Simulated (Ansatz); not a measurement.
**SiAsH₅ (built from SMILES [AsH3].[SiH2]): one structure at several levels**

An exercise on one series of results from a longer session: the logs are not shown, and one member is left open.

Program: Ansatz 0.2.0, Gaussian basis. Level of theory: single points in def2-TZVPP. These are calculated values, not measurements.

Correlated methods freeze the cores. Filled d shells of the heavier atoms are correlated.

## The system as given

7 atoms, charge 0, spin multiplicity 1.

Atoms are counted from 1 here; the program's logs count them from 0.

Bond lengths: Si1–H2 1.536 Å, Si1–H4 1.635 Å, Si1–H5 1.317 Å, As3–H6 1.400 Å, As3–H7 1.277 Å. Angles: H2–Si1–H4 99.8°, H2–Si1–H5 102.4°, H4–Si1–H5 105.3°, H6–As3–H7 80.4°.

Coordinates:

```
Si    0.72990   -0.92980    0.99600
H     0.14240   -0.68370   -0.40200
As   -0.63560    1.02040   -0.64330
H    -0.61880   -0.74250    1.90160
H     1.43990    0.16010    1.19960
H    -1.24270    0.29860   -1.67830
H     0.27770    1.11230   -1.53060
```

Set-up of the first run:

run/in.yaml

```yaml
crystal:
  periodic: [false, false, false]
  atoms:
    - {symbol: Si, position_ang: [0.729900, -0.929800, 0.996000]}
    - {symbol: H, position_ang: [0.142400, -0.683700, -0.402000]}
    - {symbol: As, position_ang: [-0.635600, 1.020400, -0.643300]}
    - {symbol: H, position_ang: [-0.618800, -0.742500, 1.901600]}
    - {symbol: H, position_ang: [1.439900, 0.160100, 1.199600]}
    - {symbol: H, position_ang: [-1.242700, 0.298600, -1.678300]}
    - {symbol: H, position_ang: [0.277700, 1.112300, -1.530600]}
basis:
  gaussian: {orbitals: def2-TZVPP}
correlation: {method: ccsd_t}
output: {forces: true}
```

No record of the launch command was kept for these runs.

Among the steps run: CCSD(T)/def2-TZVPP; PBE0-D4/def2-TZVPP; wB97M-V/def2-TZVPP; r2SCAN-D4/def2-TZVPP; PBE-D4/def2-TZVPP; BLYP-D4/def2-TZVPP; LC-wPBE/def2-TZVPP.

One of the session's tables, all rows but one given; the rest of the session is left out.

```
   method  RMS force component (eV/Å)  angle to CCSD(T) forces (°)  dipole (D)
  CCSD(T)                       3.041                    reference        1.15
  PBE0-D4                           ?                            ?           ?
  wB97M-V                       3.054                          2.8        1.49
r2SCAN-D4                       3.072                          1.0        1.16
   PBE-D4                       3.177                          3.0        1.12
  BLYP-D4                       3.129                          3.6        1.13
  LC-wPBE                       3.058                          4.1        1.63
```

Q: Estimate the row for PBE0-D4 from the others.

As computed: RMS force component (eV/Å): 3.113; angle to CCSD(T) forces (°): 1.6; dipole (D): 1.26. In the column «RMS force component (eV/Å)» it lies between r2SCAN-D4 (3.072) and BLYP-D4 (3.129).
